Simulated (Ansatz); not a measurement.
This script drives Ansatz's Python interface.

Script `relaxed_scan_clgeh2.py`:
```python
import ansatz as az
import numpy as np

mol = (
    az.Crystal.molecule()
    .atom('Cl', (-1.51748, 0.32323, 0.96962))
    .atom('Ge', (0.06409, -0.57345, -0.13719))
    .atom('H', (0.0977, 0.30426, -1.46116))
    .atom('H', (1.35568, -0.05403, 0.62873))
)

calc = (
    mol.calculation()
    .basis(gaussian='def2-SVP')
    .functional('PBE0', dispersion='d3bj')
    .spin('collinear', total=1)
)
symbols = [site.symbol for site in mol.cartesian_sites]
pairs = [(0, 1), (1, 2), (1, 3)]
print('held (A)   E (eV)        ', '  '.join(f'{symbols[i]}{i}-{symbols[j]}{j}' for i, j in pairs))
for length in [1.46, 1.59, 1.72, 1.91, 2.14]:
    summary = calc.relax(constraints=[az.DistanceConstraint((1, 2), at=length)], force_tolerance=0.02, max_steps=60).run(threads=1, backend='cpu').report
    xyz = np.array(summary['positions_ang'])
    print(f'{length:6.2f} {summary["free_energy_ev"]:14.5f}  ', '  '.join(f'{np.linalg.norm(xyz[i] - xyz[j]):.3f}' for i, j in pairs))
```

It is started by `python relaxed_scan_clgeh2.py`. How long does it take on 1 thread of Arm Neoverse V1, on a shared host, and how much memory does it need?

It took about 69 s, with a peak of 0.22 GiB, for 5 runs of the engine.

Output of `python relaxed_scan_clgeh2.py`:
```text
held (A)   E (eV)         Cl0-Ge1  Ge1-H2  Ge1-H3
DeckWarning: relax.constraints: the input's atoms, or those drawn, lie off the distances that are held; a relaxation that starts there is brought onto them ahead of its first SCF, by positions alone, [...]
  1.46   -69050.90703   2.168  1.460  1.547
  1.59   -69050.96650   2.168  1.590  1.550
  1.72   -69050.79730   2.167  1.720  1.553
  1.91   -69050.35871   2.167  1.910  1.559
  2.14   -69049.74679   2.169  2.140  1.568
```
(Warnings from the package without file and line, shortened, repeats left out.)

Notes:
- Total energies depend on the basis set; only differences at equal settings carry meaning.
- The energies are electronic: no zero-point or thermal terms, and the basis set is short of its limit.
- The species is open-shell (spin multiplicity 2).
